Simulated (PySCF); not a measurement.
# La2 (La2-): the cost of one run

Computed with PySCF 2.14.0. Level: TPSS, La def2-SVP with ECP46; scalar-relativistic core potentials, no spin–orbit coupling.

2 further runs of the same task are left out: 2 for a known fault of the program.

### Step 1. Where the work starts

2 atoms, charge -1, spin multiplicity 2.

Bond lengths: La1–La2 3.300 Å.

Geometry (Å):

```
atom   x (Å)   y (Å)    z (Å)
 La1  0.0000  0.0000   1.6500
 La2  0.0000  0.0000  -1.6500
```

### Step 2. SCF at the start, doublet

Contents of run.py (the lines that set the calculation):

```python
mol = gto.M(atom='''
La     0.00000     0.00000     1.65000
La     0.00000     0.00000    -1.65000''',
    basis={'La': 'def2-SVP'},
    ecp={'La': 'def2-SVP'},
    charge=-1, spin=1)
mf = dft.UKS(mol, xc='TPSS')
mf.grids.atom_grid = (50, 194)  # f atoms: unpruned, at least (60, 302)
mf = mf.density_fit()  # fitting sets: La def2-universal-JKFIT
mf.conv_tol = 1e-08; mf.max_cycle = 55
mf.kernel(dm0)  # dm0: free metal ions and neutral atoms
```

Command:

```console
> OMP_NUM_THREADS=2 python run.py
```

What time and memory should one allow on 2 threads of Arm Neoverse V1, shared host?

About 25 s, with a peak of 0.5 GiB.
